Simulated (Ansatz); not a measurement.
# AlF2H3Si: a ladder of functionals and wavefunction methods

The task here is to estimate one member of a computed series from the others.

The runs use Ansatz 0.2.0, Gaussian basis; functionals in def2-TZVPP, the program's frozen cores in correlated methods.

The runs, in order: LDA (SPW92), PBE-D4, revPBE-D4, BLYP-D4, r2SCAN-D4, B97M-V, PBE0-D4, B3LYP-D4, r2SCANh-D4, r2SCAN0-D4, HSE06-D4, BHLYP-D4, CAM-B3LYP-D4, LC-ωPBE, ωB97X-V, ωB97M-V, B2PLYP, PBE-QIDH; CCSD(T)/def2-SVP; CCSD(T)/def2-TZVPP; MP2/def2-QZVPP; extrapolation to the limit; RPA on PBE.

## The relaxed structure

All runs share one geometry, relaxed beforehand with PBE0-D4 in a triple-zeta def2 set.

SMILES `[F][Al]([F])[SiH3]`, 7 atoms, charge 0, spin multiplicity 1.

Atoms are counted from 1 here; the program's logs count them from 0.

Bond lengths: F1–Al2 1.643 Å, Al2–F3 1.644 Å, Al2–Si4 2.431 Å, Si4–H5 1.488 Å, Si4–H6 1.486 Å, Si4–H7 1.488 Å. Angles: F1–Al2–F3 117.0°, F1–Al2–Si4 122.2°, F3–Al2–Si4 120.8°, Al2–Si4–H5 109.6°, Al2–Si4–H6 111.0°, Al2–Si4–H7 109.7°, H5–Si4–H6 109.1°, H5–Si4–H7 108.4°, H6–Si4–H7 109.1°.

The first run:

The input, in.yaml:

```yaml
crystal:
  periodic: [false, false, false]
  atoms:
    - {symbol: F, position_ang: [1.132179, -0.635503, 2.299264]}
    - {symbol: Al, position_ang: [0.637509, -0.942370, 0.762600]}
    - {symbol: F, position_ang: [0.934394, -2.446325, 0.169830]}
    - {symbol: Si, position_ang: [-0.483587, 0.731326, -0.597718]}
    - {symbol: H, position_ang: [0.313147, 0.992160, -1.826733]}
    - {symbol: H, position_ang: [-0.649047, 2.003328, 0.152150]}
    - {symbol: H, position_ang: [-1.823494, 0.229384, -1.004992]}
basis:
  gaussian: {orbitals: def2-TZVPP}
hamiltonian: {xc: lda}
output: {orbitals: {seedname: orbitals}}
```

Among the steps run: LDA; PBE-D4 (GGA); revPBE-D4 (GGA); BLYP-D4 (GGA); r2SCAN-D4 (meta-GGA); B97M-V (meta-GGA); PBE0-D4 (hybrid); B3LYP-D4 (hybrid); r2SCANh-D4 (hybrid); r2SCAN0-D4 (hybrid); HSE06-D4 (hybrid); BHLYP-D4 (hybrid); CAM-B3LYP-D4 (range-separated); LC-ωPBE-D4 (range-separated; the results give it without D4); ωB97X-V (range-separated); ωB97M-V (range-separated); B2PLYP (double hybrid); PBE-QIDH (double hybrid).

One of the session's tables, all rows but one given; the rest of the session is left out.

It belongs to the step «Orbital energies across the functionals». 

| functional | HOMO (eV) | LUMO (eV) | gap (eV) |
| --- | --- | --- | --- |
| LDA (SPW92) | -7.64 | -2.42 | 5.22 |
| PBE-D4 | -7.51 | -2.22 | 5.29 |
| revPBE-D4 | -7.45 | -2.13 | 5.32 |
| BLYP-D4 | -7.38 | -2.09 | 5.28 |
| r2SCAN-D4 | -7.75 | -2.00 | 5.75 |
| B97M-V | -7.81 | -2.21 | 5.60 |
| PBE0-D4 | -8.68 | -1.47 | 7.21 |
| B3LYP-D4 | -8.48 | -1.66 | 6.82 |
| r2SCANh-D4 | -8.18 | -1.73 | 6.45 |
| r2SCAN0-D4 | ? | ? | ? |
| HSE06-D4 | -8.28 | -1.84 | 6.44 |
| BHLYP-D4 | -9.74 | -0.68 | 9.05 |
| CAM-B3LYP-D4 | -9.98 | -0.48 | 9.50 |
| LC-ωPBE | -11.27 | 0.62 | 11.89 |
| ωB97X-V | -10.94 | 0.50 | 11.45 |
| ωB97M-V | -10.70 | 0.23 | 10.93 |

Q: Estimate the row for r2SCAN0-D4 from the others.

Worked estimate for «HOMO (eV)». Against the share of exact exchange, r2SCAN-D4 (0, -7.75), r2SCANh-D4 (0.1, -8.18) give a slope of -4.30 per unit share; at 0.25 the line stands at -8.82.

**Answer.** HOMO (eV): -8.83; LUMO (eV): -1.34; gap (eV): 7.49. In «HOMO (eV)» the line misses by +0.01.
